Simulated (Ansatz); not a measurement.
# C₃H₁₂N₂Si: basis-set convergence

An exercise on one series of results from a longer session: the logs are not shown, and one member is left open.

The runs use Ansatz 0.2.0, Gaussian basis; one geometry, several basis sets.

Levels to be run: PBE0-D4/def2-SVP; ωB97M-V/def2-SVP; PBE0-D4/def2-QZVPP; ωB97M-V/def2-QZVPP; the functionals' def2-TZVPP values are taken from earlier runs.

## The relaxed structure

An earlier PBE0-D4 in a triple-zeta def2 set relaxation fixed the geometry.

SMILES `C[Si](C)(C)NN`, 18 atoms, charge 0, spin multiplicity 1.

Atoms are counted from 1 here; the program's logs count them from 0.

Bond lengths: C1–Si2 1.877 Å, C1–H7 1.094 Å, C1–H8 1.094 Å, C1–H9 1.093 Å, Si2–C3 1.869 Å, Si2–C4 1.872 Å, Si2–N5 1.728 Å, C3–H10 1.093 Å, C3–H11 1.093 Å, C3–H12 1.093 Å, C4–H13 1.093 Å, C4–H14 1.094 Å, C4–H15 1.094 Å, N5–N6 1.410 Å, N5–H16 1.006 Å, N6–H17 1.013 Å, N6–H18 1.014 Å. Angles: Si2–C1–H7 111.5°, Si2–C1–H8 111.1°, Si2–C1–H9 111.2°, H7–C1–H8 107.0°, H7–C1–H9 107.8°, H8–C1–H9 108.0°, C1–Si2–C3 110.5°, C1–Si2–C4 107.9°, C1–Si2–N5 111.6°, C3–Si2–C4 111.4°, C3–Si2–N5 106.1°, C4–Si2–N5 109.3°, Si2–C3–H10 111.2°, Si2–C3–H11 110.7°, Si2–C3–H12 111.4°, H10–C3–H11 107.8°, H10–C3–H12 108.2°, H11–C3–H12 107.5° and more.

Set-up of the first run:

in.yaml reads:

```yaml
crystal:
  periodic: [false, false, false]
  atoms:
    - {symbol: C, position_ang: [-0.851994, -1.634802, 0.001968]}
    - {symbol: Si, position_ang: [0.226244, -0.099848, -0.061125]}
    - {symbol: C, position_ang: [2.032689, -0.565469, 0.050918]}
    - {symbol: C, position_ang: [-0.149965, 0.803286, -1.657531]}
    - {symbol: N, position_ang: [-0.081442, 0.950799, 1.275916]}
    - {symbol: N, position_ang: [-1.348142, 1.487489, 1.582977]}
    - {symbol: H, position_ang: [-1.915792, -1.378609, 0.006622]}
    - {symbol: H, position_ang: [-0.679731, -2.272775, -0.869735]}
    - {symbol: H, position_ang: [-0.646332, -2.225535, 0.898435]}
    - {symbol: H, position_ang: [2.672293, 0.319154, 0.000444]}
    - {symbol: H, position_ang: [2.312269, -1.227372, -0.772979]}
    - {symbol: H, position_ang: [2.251096, -1.091504, 0.984159]}
    - {symbol: H, position_ang: [0.492798, 1.679465, -1.772752]}
    - {symbol: H, position_ang: [-1.189447, 1.143063, -1.685261]}
    - {symbol: H, position_ang: [0.000780, 0.152793, -2.523570]}
    - {symbol: H, position_ang: [0.536382, 1.006226, 2.067768]}
    - {symbol: H, position_ang: [-1.600588, 2.187755, 0.896273]}
    - {symbol: H, position_ang: [-2.061118, 0.765905, 1.577483]}
basis:
  gaussian: {orbitals: def2-SVP}
hamiltonian: {xc: pbe0, dispersion: d4}
output: {orbitals: {seedname: orbitals}}
```

On the command line:

```
$ ansatz run in.yaml --threads 2 --pin off --events-out ev --progress --plain --max-ram 22528MiB --backend cpu
```

Among the steps run: PBE0-D4 in def2-SVP; ωB97M-V in def2-SVP; PBE0-D4 in def2-QZVPP; ωB97M-V in def2-QZVPP.

One table of the session follows, with a row left open; its other results are not shown here.

It belongs to the step «Density functionals: the series». 

```
functional       basis  HOMO (eV)  LUMO (eV)
   PBE0-D4    def2-SVP      -6.37       1.39
   PBE0-D4  def2-TZVPP          ?          ?
   PBE0-D4  def2-QZVPP      -6.62       0.35
   ωB97M-V    def2-SVP      -8.74       2.95
   ωB97M-V  def2-TZVPP      -8.96       2.09
   ωB97M-V  def2-QZVPP      -8.99       1.49
```

Q: Estimate the row for PBE0-D4, def2-TZVPP from the others.

As computed: HOMO (eV): -6.58; LUMO (eV): 0.74. In the column «HOMO (eV)» it lies between PBE0-D4, def2-QZVPP (-6.62) and PBE0-D4, def2-SVP (-6.37).
